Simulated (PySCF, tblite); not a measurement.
# C₅H₁₁N₂PSi: geometry, infrared bands and NMR shifts

Aim: predict the infrared bands and NMR shifts of C₅H₁₁N₂PSi (`C[C@@H]1[C@H](C#N)CN[Si@H]1P`).

Computed with tblite 0.8.0 and PySCF 2.14.0, with density-fitted response routines of our own, on a single molecule in the gas phase. Atoms are numbered from 0 throughout.

### Step 1. The molecule as given

20 atoms, charge 0, multiplicity 1; geometry from: force field or distance geometry start.

Bonds of the start (Å): C0–C1 1.50, C1–C2 1.50, C2–C3 1.45, C3–N4 1.18, C2–C5 1.48, C5–N6 1.44, N6–Si7 1.81, Si7–P8 2.18, Si7–C1 1.90, C0–H9 1.13, C0–H10 1.11, C0–H11 1.11, C1–H12 1.08, C2–H13 1.12, C5–H14 1.10, C5–H15 1.10, N6–H16 1.05, Si7–H17 1.46, P8–H18 1.46, P8–H19 1.47.

### Step 2. Optimising the geometry with GFN2-xTB

The job: settings as JSON, then the geometry in Å.

```
{"job": {"kind": "relax", "xc": "GFN2-xTB", "basis": "xTB"}, "charge": 0, "multiplicity": 1}
C     -0.808300     1.252300     1.368100
C     -0.502900     0.615500     0.039100
C     -1.229700    -0.673300    -0.187500
C     -1.345600    -1.455400     1.027700
N     -1.433500    -2.105300     2.012900
C     -0.586700    -1.469800    -1.252500
N      0.843100    -1.373100    -1.173100
Si     1.259300    -0.095500     0.035400
P      2.755000     1.319200    -0.673200
H     -1.924400     1.438800     1.367600
H     -0.572600     0.631900     2.252600
H     -0.339700     2.259200     1.409600
H     -0.587500     1.291800    -0.802500
H     -2.266700    -0.420300    -0.515400
H     -0.853400    -2.526600    -1.080800
H     -0.989100    -1.224100    -2.250500
H      1.166300    -0.970900    -2.088200
H      1.559600    -0.666100     1.344200
H      2.148100     2.526100    -1.235700
H      3.703500     1.656200     0.399000
```

Started as:

```bash
> OMP_NUM_THREADS=1 python probes_run.py task.json out
```

One launch serves the whole session: the jobs run in the order shown.

**Question.** This job is followed by: GFN2-xTB harmonic vibrations, gas phase; GIAO PBE0/pcSseg-1 NMR shielding, non-relativistic, gas phase. Predict these results of the whole session: strongest single infrared mode (GFN2-xTB); zero-point energy (GFN2-xTB); 13C shifts against TMS (PBE0/pcSseg-1); 1H shifts against TMS (PBE0/pcSseg-1, means over atoms taken as alike); 15N shifts against NH3 (PBE0/pcSseg-1); 29Si shifts against TMS (PBE0/pcSseg-1); 31P shifts against H3PO4 (PBE0/pcSseg-1); surface potential, 1st and 99th percentile.

**Answer**, as computed:

| quantity | value |
| --- | --- |
| strongest single infrared mode (GFN2-xTB) | 2144 cm⁻¹, 254 km/mol |
| zero-point energy (GFN2-xTB) | 94.8 kcal/mol |
| 13C shifts against TMS (PBE0/pcSseg-1) | 126.3, 54.6, 36.2, 28.4, 14.5 ppm |
| 1H shifts against TMS (PBE0/pcSseg-1, means over atoms taken as alike) | 5.86, 3.78, 3.70, 2.86, 1.42, 1.32, 1.07, 0.21 ppm |
| 15N shifts against NH3 (PBE0/pcSseg-1) | 303.5, 29.2 ppm |
| 29Si shifts against TMS (PBE0/pcSseg-1) | -1.6 ppm |
| 31P shifts against H3PO4 (PBE0/pcSseg-1) | -300.2 ppm |
| surface potential, 1st and 99th percentile | -1.80 V and 1.56 V |

The optimisation took 171 steps and gained 1.558 eV; among the close pairs (by a distance rule), N6–Si7 changed most, from 1.807 to 1.712 Å. All 54 modes are real, so the xTB geometry is a minimum. The strongest single mode, at 2144 cm⁻¹, moves mainly H17. GFN2-xTB is a fitted tight-binding method: band positions and strengths are rough. Its intensities can rank the bands wrongly. At PBE0/pcSseg-1: Shielding is most anisotropic at N4 (span 495 ppm, paramagnetic term -377 ppm).
